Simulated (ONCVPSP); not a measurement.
# An ONCV potential for germanium, from input to tests

Do these settings give a usable potential? It is generated, then checked for transferability, scattering, ghosts and hardness.

Program: ONCVPSP 4.0.1.1 (patched build). Reference atom: LDA (Perdew-Wang 92), scalar-relativistic, spherical and spin-unpolarised. All values are calculated.

## (1) Settings

The settings as typed:

* element: germanium (Ge, Z = 32)
* type: optimised norm-conserving Vanderbilt (ONCV)
* frozen core: [Ar]
* valence charge: 14
* reference configuration: 3d10 4s2 4p2
* partial waves: 4s: rc 1.90 bohr, ncon 4, nbas 7, qcut 2.9 1/bohr, 2 projectors, debl 2.2 Ha; 4p: rc 1.55 bohr, ncon 4, nbas 8, qcut 6 1/bohr, 2 projectors, debl 0.4 Ha; 3d: rc 0.80 bohr, ncon 3, nbas 7, qcut 18.4 1/bohr, local
* local potential: the d channel
* core correction: polynomial model core, fcfact 0.5

An earlier all-electron run gives the scale for the radii.

All-electron outer shells of the reference configuration (LDA (PZ), scalar-relativistic, ld1.x):

```tsv
shell	level (eV)	outermost node (bohr)	outermost maximum (bohr)
3s	-167.73	0.26	0.54
3p	-115.38	0.23	0.54
3d	-29.55	–	0.50
4s	-11.95	0.77	1.73
4p	-4.05	0.82	2.19
```

## (2) The generation run

Input file Ge.dat:

```
# ATOM AND REFERENCE CONFIGURATION
# atsym  z   nc   nv     iexc    psfile
  Ge 32.00    5    3  -001012      upf
#
#   n    l    f
    1    0    2.00
    2    0    2.00
    2    1    6.00
    3    0    2.00
    3    1    6.00
    3    2   10.00
    4    0    2.00
    4    1    2.00
#
# PSEUDOPOTENTIAL AND OPTIMIZATION
# lmax
    2
#
#   l,   rc,      ep,       ncon, nbas, qcut
    0    1.90    0.00    4    7    2.90
    1    1.55    0.00    4    8    6.00
    2    0.80    0.00    3    7   18.40
#
# LOCAL POTENTIAL
# lloc, lpopt,  rc(5),   dvloc0
    2    5    0.80    0.00
#
# VANDERBILT-KLEINMAN-BYLANDER PROJECTORs
# l, nproj, debl
    0    2    2.20
    1    2    0.40
    2    0    3.40
#
# MODEL CORE CHARGE
# icmod, fcfact, rcfact
    1    0.50    0.00
#
# LOG DERIVATIVE ANALYSIS
# epsh1, epsh2, depsh
   -3.00    5.00    0.02
#
# OUTPUT GRID
# rlmax, drl
    6.00    0.01
#
# TEST CONFIGURATIONS
# ncnf
    4
# nvcnf
#   n    l    f
    3
    3    2   10.00
    4    0    2.00
    4    1    1.00
#
    3
    3    2   10.00
    4    0    2.00
    4    1    0.00
#
    3
    3    2   10.00
    4    0    1.00
    4    1    0.00
#
    3
    3    2    9.00
    4    0    2.00
    4    1    3.00
#
```

Launch:

```
$ oncvpsp.x < Ge.dat > Ge.out
```

Q: Predict the outcome of this session. Wanted: cutoffs for 1 and 0.1 mHa per electron, occupied waves; bound ghosts; GHOST(+) flags; largest test error; largest phase difference near zero energy, channels read; rms error of d²Exc/dn², without and with the model core.

**Answer**, as computed:

| quantity | value |
| --- | --- |
| cutoffs for 1 and 0.1 mHa per electron, occupied waves | 138 Ha and 153 Ha |
| bound ghosts | s at -451.17 eV, p at -2042.03 eV, p at -88.00 eV |
| GHOST(+) flags | s at 144 eV |
| largest test error (AE − PS) | -498 meV, for 3d9 4s2 4p3 |
| largest phase difference near zero energy, channels read | 0.005 rad |
| rms error of d²Exc/dn², without and with the model core | 7.35 and 2.23 mHa |

In words: It has a bound ghost (s, p), a state that the atom doesn't have, and that rules the file out. The worst unpolarised test, 3d9 4s2 4p3, is off by 498 meV on 29.7 eV; by total energies transferability rates as poor. It counts as very hard, with 138 Ha needed at the looser tolerance. At the looser tolerance the 3d wave is the slowest; 4s needs 26 Ha. Near zero energy the phases of the channels with partial waves agree within 0.005 rad. The program also flags highly localised states, GHOST(+) (s).
